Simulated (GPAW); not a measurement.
Ta2Si:

```
CELL_PARAMETERS angstrom
-3.08776 3.08776 2.52364
3.08776 -3.08776 2.52364
3.08776 3.08776 -2.52364
ATOMIC_POSITIONS crystal
Ta 0.16359 0.66359 0.82719
Ta 0.33641 0.16359 0.50000
Ta 0.83641 0.33641 0.17281
Ta 0.66359 0.83641 0.50000
Si 0.75000 0.75000 0.00000
Si 0.25000 0.25000 0.00000
```

The cell comes from a database or a generator and needn't be the stable form of this composition.

Base run:

- Program: GPAW 26.7.0
- Functional: PBEsol
- Potentials or basis: PAW data sets generated in the run's folder for this functional
- Cutoff: 600 eV
- Basis: pw
- k mesh: 5 × 5 × 5
- Occupations: fermi-dirac, width 0.05 eV
- Spin: no spin polarisation

Its results: pressure -2.6 GPa; largest force 0.068 eV/Å.

Question: The run is repeated on the same cell with these changes: functional from PBEsol to LDA; potentials or basis from PAW data sets generated in the run's folder for this functional to the program's PAW data sets (release 1.2.1) made for this functional. What comes out?

Answer: Pressure -7.4 GPa; largest force 0.033 eV/Å.
